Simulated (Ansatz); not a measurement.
C2H5FOSe, SMILES COC(F)[SeH], a single point from an input written key by key

Computed with Ansatz's Python interface.

Input file `c2h5fose.yaml`:
```yaml
crystal:
  periodic: [false, false, false]
  atoms:
    - { symbol: C, position_ang: [-0.7077, 0.1912, 1.2299] }
    - { symbol: O, position_ang: [-0.4791, 0.5602, -0.1255] }
    - { symbol: C, position_ang: [0.2549, -0.4657, -0.7285] }
    - { symbol: F, position_ang: [-0.4295, -1.5699, -0.9465] }
    - { symbol: Se, position_ang: [0.9703, 0.1548, -2.4408] }
    - { symbol: H, position_ang: [-1.3917, 1.0517, 1.6493] }
    - { symbol: H, position_ang: [-1.2943, -0.7172, 1.2997] }
    - { symbol: H, position_ang: [0.2157, 0.2036, 1.815] }
    - { symbol: H, position_ang: [1.1699, -0.7317, -0.0477] }
    - { symbol: H, position_ang: [1.7746, 1.2718, -1.702] }
basis:
  gaussian: { orbitals: def2-SVP }
hamiltonian:
  xc: b3lyp
```

Interactive session:
```pycon
>>> import ansatz
>>> session = ansatz.Session.from_deck("c2h5fose.yaml")
>>> report = session.plan(threads=1).execute().report
>>> for key in ("converged", "free_energy_ev", "reference_energy_ev", "n_frozen", "n_occupied", "n_virtual"):
...     print(f"{key:22s} {report[key]}")
...
converged              True
free_energy_ev         -72255.68787715855
reference_energy_ev    -72255.68787715855
n_frozen               0
n_occupied             [34, 34]
n_virtual              [79, 79]
>>> symbols = ["C", "O", "C", "F", "Se", "H", "H", "H", "H", "H"]
>>> state = report["mean_field"]["state"]
>>> print(f"mean field: {state['energy']['hartree']:.7f} Ha, <S^2> = {abs(state['spin_squared']):.4f}, stability: {state.get('stability', {}).get('kind')}")
mean field: -2655.3475528 Ha, <S^2> = 0.0000, stability: minimum
```

Notes:
- Total energies depend on the basis set; only differences at equal settings carry meaning.
- The geometry is a force-field or estimated start, not a minimum of this method, and the basis set is short of its limit.
- It ran for 4 s on 1 thread of Arm Neoverse V2, with other jobs on the host, peak memory 0.29 GiB.
